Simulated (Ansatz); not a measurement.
# CH₆AlBO: basis-set convergence

Aim: see how fast density functionals converge with the basis set for CH₆AlBO.

Program: Ansatz 0.2.0, Gaussian basis. Level of theory: one geometry, several basis sets. These are calculated values, not measurements.

Levels to be run: PBE0-D4/def2-SVP; ωB97M-V/def2-SVP; PBE0-D4/def2-QZVPP; ωB97M-V/def2-QZVPP; the functionals' def2-TZVPP values are taken from earlier runs.

## (1) Structure used throughout

An earlier PBE0-D4 in a triple-zeta def2 set relaxation fixed the geometry.

SMILES `B[CH2][AlH][OH]`, 10 atoms, charge 0, spin multiplicity 1.

Atoms are counted from 1 here; the program's logs count them from 0.

Bond lengths: B1–C2 1.509 Å, B1–H5 1.199 Å, B1–H6 1.202 Å, C2–Al3 1.973 Å, C2–H7 1.094 Å, C2–H8 1.095 Å, Al3–O4 1.693 Å, Al3–H9 1.581 Å, O4–H10 0.956 Å. Angles: C2–B1–H5 120.9°, C2–B1–H6 120.5°, H5–B1–H6 118.4°, B1–C2–Al3 102.1°, B1–C2–H7 117.5°, B1–C2–H8 117.1°, Al3–C2–H7 102.4°, Al3–C2–H8 101.1°, H7–C2–H8 113.0°, C2–Al3–O4 116.1°, C2–Al3–H9 123.1°, O4–Al3–H9 120.8°, Al3–O4–H10 123.8°.

Coordinates:

| atom | x (Å) | y (Å) | z (Å) |
| --- | --- | --- | --- |
| B1 | -1.3941 | 0.6839 | -0.5396 |
| C2 | -0.8139 | -0.6691 | -0.2073 |
| Al3 | 0.8859 | -0.1859 | 0.6698 |
| O4 | 2.2181 | 0.0226 | -0.3540 |
| H5 | -1.1500 | 1.2177 | -1.5851 |
| H6 | -2.0310 | 1.2921 | 0.2778 |
| H7 | -0.4785 | -1.2938 | -1.0402 |
| H8 | -1.3051 | -1.2419 | 0.5861 |
| H9 | 1.0492 | -0.0871 | 2.2398 |
| H10 | 3.1023 | 0.2103 | -0.0442 |

## (2) PBE0-D4 in def2-SVP

Input file in.yaml:

```yaml
crystal:
  periodic: [false, false, false]
  atoms:
    - {symbol: B, position_ang: [-1.394112, 0.683901, -0.539634]}
    - {symbol: C, position_ang: [-0.813935, -0.669113, -0.207340]}
    - {symbol: Al, position_ang: [0.885941, -0.185914, 0.669850]}
    - {symbol: O, position_ang: [2.218123, 0.022580, -0.354049]}
    - {symbol: H, position_ang: [-1.150022, 1.217716, -1.585115]}
    - {symbol: H, position_ang: [-2.030985, 1.292123, 0.277815]}
    - {symbol: H, position_ang: [-0.478484, -1.293806, -1.040216]}
    - {symbol: H, position_ang: [-1.305069, -1.241905, 0.586087]}
    - {symbol: H, position_ang: [1.049201, -0.087069, 2.239768]}
    - {symbol: H, position_ang: [3.102343, 0.210287, -0.044166]}
basis:
  gaussian: {orbitals: def2-SVP}
hamiltonian: {xc: pbe0, dispersion: d4}
output: {orbitals: {seedname: orbitals}}
```

Launch:

```bash
$ ansatz run in.yaml --threads 2 --pin off --events-out ev --progress --plain --max-ram 4352MiB
```

The runs that follow: ωB97M-V in def2-SVP; PBE0-D4 in def2-QZVPP; ωB97M-V in def2-QZVPP.

**Question.** What will the summary of the whole plan be? Wanted: PBE0-D4: double and triple zeta above quadruple; ωB97M-V: double and triple zeta above quadruple.

As calculated:

| quantity | value |
| --- | --- |
| PBE0-D4: double and triple zeta above quadruple | 7.40, 0.45 eV |
| ωB97M-V: double and triple zeta above quadruple | 7.58, 0.43 eV |

PBE0-D4 gains 6.95 eV from double to triple zeta, then 0.45 eV more. Total energies overstate the basis error of differences, where much of it tends to cancel.
